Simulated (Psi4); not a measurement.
# Si2H2OF2 (SMILES F[Si]1(F)O[SiH2]1) at B2PLYP/def2-SVP (density fitting for correlation)

What is the vertical ionisation energy of Si2H2OF2 at B2PLYP/def2-SVP (density fitting for correlation)? 

Program for the calculation: Psi4 1.11.

1 further run of the same task is left out (set aside as unsound or not needed). Runs told in other sessions of the task aren't counted.

## 1. The molecule

Si2H2OF2: 7 atoms, total charge 0, spin state singlet. As SMILES, `F[Si]1(F)O[SiH2]1`. The shape is that of a PBE0-D4/def2-TZVP optimisation.

Bond lengths: F1–Si2 1.578 Å, Si2–F3 1.578 Å, Si2–O4 1.648 Å, Si2–Si5 2.174 Å, O4–Si5 1.718 Å, Si5–H6 1.482 Å, Si5–H7 1.482 Å. Some angles: F1–Si2–F3 105.1°, F1–Si2–O4 114.7°, F1–Si2–Si5 127.3°, F3–Si2–O4 114.7°, F3–Si2–Si5 127.3°, O4–Si2–Si5 51.2°, Si2–O4–Si5 80.4°, Si2–Si5–O4 48.4°, Si2–Si5–H6 124.7°, Si2–Si5–H7 124.7°.

## 2. A single-point energy at B2PLYP/def2-SVP (density fitting for correlation)

Contents of f2h2osi2.xyz:

```xyz
7
F2H2OSi2
F      0.424200    -1.612100     1.693800
Si     0.037900    -1.026000     0.280100
F     -0.194200    -2.288000    -0.639100
O      1.103500     0.077900    -0.322100
Si    -0.304800     1.058600    -0.232800
H     -0.202300     2.188800     0.720000
H     -0.802800     1.532800    -1.545500
```

Contents of run_ase.py:

```python
import numpy as np
from ase.calculators.psi4 import Psi4
from ase.io import read

mol = read('f2h2osi2.xyz')
calc = Psi4(atoms=mol, method='b2plyp', basis='def2-SVP', memory='2200MB', num_threads=1, charge=0, multiplicity=1, label='calc')
calc.psi4.set_options({'puream': True, 'e_convergence': 1e-09, 'd_convergence': 1e-08, 'scf_type': 'pk', 'dft_radial_points': 99, 'dft_spherical_points': 590, 'num_frozen_docc': 13})
mol.calc = calc

print(f'energy: {mol.get_potential_energy():.6f} eV')
```

Run with:

```
$ python run_ase.py
```

calc.dat:

```text
[...]
  Running in c1 symmetry.
[...]
  Nuclear repulsion =  309.676526440965517
[...]
  Multiplicity = 1
[...]
  Nalpha       = 28
  Nbeta        = 28
[...]
    Number of basis functions: 88
[...]
   @RKS iter   1:  -853.95613868167868   -3.73437e-01   7.71898e-03 DIIS/ADIIS
[...]
   @RKS iter  11:  -854.12975502088625   -5.91172e-12   4.62817e-09 DIIS
[...]
    Orbital Energies [Eh]
    ---------------------
    Doubly Occupied:
       1A    -67.333844     2A    -67.276333     3A    -25.371666
       4A    -25.371655     5A    -19.740820     6A     -5.735480
       7A     -5.687309     8A     -3.994713     9A     -3.994374
      10A     -3.992256    11A     -3.945974    12A     -3.944027
      13A     -3.942952    14A     -1.368214    15A     -1.345607
      16A     -1.139778    17A     -0.667504    18A     -0.633046
      19A     -0.603408    20A     -0.580894    21A     -0.567333
      22A     -0.541659    23A     -0.528112    24A     -0.523612
      25A     -0.479775    26A     -0.472469    27A     -0.399999
      28A     -0.320116
[...]
  @RKS Final Energy:  -854.12975502088625
   => Energetics <=
    Nuclear Repulsion Energy =            309.6765264409655174
    One-Electron Energy =               -1801.8691844997140379
    Two-Electron Energy =                 672.5990048429129047
    DFT Exchange-Correlation Energy =     -34.5361018050506559
    Empirical Dispersion Energy =           0.0000000000000000
    VV10 Nonlocal Energy =                  0.0000000000000000
    Total Energy =                       -854.1297550208862503
[...]
 Multipole Moments:
 ------------------------------------------------------------------------------------
     Multipole            Electronic (a.u.)      Nuclear  (a.u.)        Total (a.u.)
 ------------------------------------------------------------------------------------
 L = 1.  Multiply by 2.5417464519 to convert [e a0] to [Debye]
 Dipole X            :          0.4584527           -1.1641693           -0.7057166
 Dipole Y            :         -6.4235681            7.1914608            0.7678927
 Dipole Z            :          1.7390978           -1.7743852           -0.0352874
 Magnitude           :                                                    1.0435230
[...]
```

Standard output:

```text
energy: -23248.616007 eV
```

It took 9.3 s on 1 thread of Intel Xeon 6975P-C (Granite Rapids), shared host; peak memory 1.1 GiB.

## 3. The doublet cation at the same level

Contents of calc.dat:

```
memory 2.2 GB

molecule mol {
  1 2
  F
  Si 1 1.578382
  F 2 1.578431 1 105.11103
  O 2 1.648255 1 114.68963 3 -126.89972
  Si 4 1.718446 2 80.41017 1 -119.08744
  H 5 1.481785 4 114.33099 2 115.67457
  H 5 1.481908 6 110.41187 4 -130.59481
  symmetry c1
  no_reorient
  no_com
}

set basis def2-SVP
set reference uks
set puream true
set e_convergence 1e-09
set d_convergence 1e-08
set scf_type pk
set dft_radial_points 99
set dft_spherical_points 590
set num_frozen_docc 13
set maxiter 100

energy('b2plyp')
print_variables()
```

Run with:

```
$ psi4 -n 1 calc.dat calc.out
```

calc.out:

```text
[...]
  Running in c1 symmetry.
[...]
  Nuclear repulsion =  309.676461666969658
[...]
  Multiplicity = 2
[...]
  Nalpha       = 28
  Nbeta        = 27
[...]
    Number of basis functions: 88
[...]
   @UKS iter   1:  -853.60802551243933   -2.53260e-02   7.09427e-03 DIIS/ADIIS
[...]
   @UKS iter  15:  -853.77050207975594   -3.75167e-12   6.47701e-09 DIIS
[...]
   @S^2 Observed:                7.578099412E-01
[...]
    Orbital Energies [Eh]
    ---------------------
    Alpha Occupied:
       1A    -67.603968     2A    -67.542830     3A    -25.590238
       4A    -25.590226     5A    -20.048157     6A     -6.005127
       7A     -5.954806     8A     -4.265661     9A     -4.262720
      10A     -4.262424    11A     -4.215840    12A     -4.211197
      13A     -4.207782    14A     -1.583288    15A     -1.559592
      16A     -1.441096    17A     -0.922409    18A     -0.885428
      19A     -0.824875    20A     -0.817890    21A     -0.783347
      22A     -0.771922    23A     -0.758041    24A     -0.744879
      25A     -0.741858    26A     -0.720932    27A     -0.645494
      28A     -0.625267
    Alpha Virtual:
[...]
  @UKS Final Energy:  -853.77050207975594
   => Energetics <=
    Nuclear Repulsion Energy =            309.6764616669696579
    One-Electron Energy =               -1787.9793812675222853
    Two-Electron Energy =                 658.9000722716477867
    DFT Exchange-Correlation Energy =     -34.3676547508510097
    Empirical Dispersion Energy =           0.0000000000000000
    VV10 Nonlocal Energy =                  0.0000000000000000
    Total Energy =                       -853.7705020797559428
  UHF NO Occupations:
  HONO-2 :   26  A 1.9997666
  HONO-1 :   27  A 1.9967107
[...]
 Multipole Moments:
 ------------------------------------------------------------------------------------
     Multipole            Electronic (a.u.)      Nuclear  (a.u.)        Total (a.u.)
 ------------------------------------------------------------------------------------
 L = 1.  Multiply by 2.5417464519 to convert [e a0] to [Debye]
 Dipole X            :          0.5123985            0.5836587            1.0960572
 Dipole Y            :         -4.1134162            5.9352328            1.8218167
 Dipole Z            :         -3.1496196            4.5445809            1.3949613
 Magnitude           :                                                    2.5428870
[...]
```

Run time: 17 s. Hardware: 1 thread of Intel Xeon 6975P-C (Granite Rapids), shared host; peak memory 1.1 GiB.

## 4. Summary of results

Level: B2PLYP/def2-SVP (density fitting for correlation), 13 core orbitals frozen.

```
                                                                quantity          value
                                          singlet Si2H2OF2: total energy  -854.37089 Eh
                     singlet Si2H2OF2: HOMO energy (SCF part's orbitals)       -8.71 eV
                     singlet Si2H2OF2: LUMO energy (SCF part's orbitals)       -0.01 eV
                   singlet Si2H2OF2: HOMO–LUMO gap (SCF part's orbitals)        8.70 eV
                                            doublet cation: total energy  -854.00906 Eh
doublet cation: HOMO energy (SCF part's orbitals) (highest over α and β)      -17.01 eV
 doublet cation: LUMO energy (SCF part's orbitals) (lowest over α and β)      -10.82 eV
                                                    doublet cation: ⟨S²⟩          0.758
                      vertical ionisation energy (to the doublet cation)       9.846 eV
```

What this shows: Removing an electron at fixed nuclei costs 9.85 eV (950 kJ/mol). The negative HOMO energy of the first species, 8.71 eV, lies 1.14 eV below that difference.
